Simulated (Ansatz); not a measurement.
# C2H9InOSi: basis-set convergence

The task here is to estimate one member of a computed series from the others.

The runs use Ansatz 0.2.0, Gaussian basis; one geometry, several basis sets.

Plan: PBE0-D4/def2-SVP; ωB97M-V/def2-SVP; PBE0-D4/def2-QZVPP; ωB97M-V/def2-QZVPP; the functionals' def2-TZVPP values are taken from earlier runs.

### The relaxed structure

The geometry comes from an earlier relaxation with PBE0-D4 in a triple-zeta def2 set; it is a stationary point, not always the lowest conformer. In takes the def2 core potential; no spin-orbit term is included.

14 atoms, charge 0, spin multiplicity 1.

Atoms are counted from 1 here; the program's logs count them from 0.

Bond lengths: C1–C2 1.522 Å, C1–H6 1.092 Å, C1–H7 1.095 Å, C1–H8 1.092 Å, C2–In3 2.149 Å, C2–H9 1.094 Å, C2–H10 1.094 Å, In3–O4 2.004 Å, In3–H11 1.708 Å, O4–Si5 1.615 Å, Si5–H12 1.490 Å, Si5–H13 1.495 Å, Si5–H14 1.495 Å. Angles: C2–C1–H6 112.0°, C2–C1–H7 111.1°, C2–C1–H8 112.0°, H6–C1–H7 107.3°, H6–C1–H8 106.9°, H7–C1–H8 107.3°, C1–C2–In3 113.9°, C1–C2–H9 111.4°, C1–C2–H10 111.4°, In3–C2–H9 106.9°, In3–C2–H10 106.9°, H9–C2–H10 105.9°, C2–In3–O4 111.7°, C2–In3–H11 140.0°, O4–In3–H11 108.3°, In3–O4–Si5 145.3°, O4–Si5–H12 110.5°, O4–Si5–H13 112.1° and more.

The first run:

in.yaml

```yaml
crystal:
  periodic: [false, false, false]
  atoms:
    - {symbol: C, position_ang: [0.148967, 0.385031, 1.618373]}
    - {symbol: C, position_ang: [0.027507, -1.126049, 1.487507]}
    - {symbol: In, position_ang: [-0.173822, -1.811272, -0.539022]}
    - {symbol: O, position_ang: [-0.165562, -0.287979, -1.841164]}
    - {symbol: Si, position_ang: [-0.053344, 1.314499, -2.010487]}
    - {symbol: H, position_ang: [1.022020, 0.772869, 1.088665]}
    - {symbol: H, position_ang: [0.246006, 0.682849, 2.667296]}
    - {symbol: H, position_ang: [-0.723640, 0.902534, 1.213338]}
    - {symbol: H, position_ang: [-0.838082, -1.505849, 2.038297]}
    - {symbol: H, position_ang: [0.899119, -1.634610, 1.909902]}
    - {symbol: H, position_ang: [-0.342634, -3.267349, -1.416526]}
    - {symbol: H, position_ang: [-0.127419, 1.693822, -3.449908]}
    - {symbol: H, position_ang: [-1.153591, 2.033353, -1.297193]}
    - {symbol: H, position_ang: [1.234474, 1.848151, -1.469087]}
basis:
  gaussian: {orbitals: def2-SVP}
hamiltonian: {xc: pbe0, dispersion: d4}
output: {orbitals: {seedname: orbitals}}
```

Started as:

```
$ ansatz run in.yaml --threads 2 --pin off --events-out ev --progress --plain --max-ram 32768MiB --backend cpu
```

Steps of the session up to this table: PBE0-D4 in def2-SVP; ωB97M-V in def2-SVP; PBE0-D4 in def2-QZVPP; ωB97M-V in def2-QZVPP.

One table of the session follows, with a row left open; its other results are not shown here.

It belongs to the step «Density functionals: the series». 

```
functional       basis  HOMO (eV)  LUMO (eV)
   PBE0-D4    def2-SVP          ?          ?
   PBE0-D4  def2-TZVPP      -7.41      -1.40
   PBE0-D4  def2-QZVPP      -7.42      -1.41
   ωB97M-V    def2-SVP      -9.51       0.19
   ωB97M-V  def2-TZVPP      -9.60      -0.02
   ωB97M-V  def2-QZVPP      -9.61      -0.07
```

Estimate the missing values for PBE0-D4, def2-SVP.

As computed: HOMO (eV): -7.34; LUMO (eV): -1.34. In the column «HOMO (eV)» it is the highest.
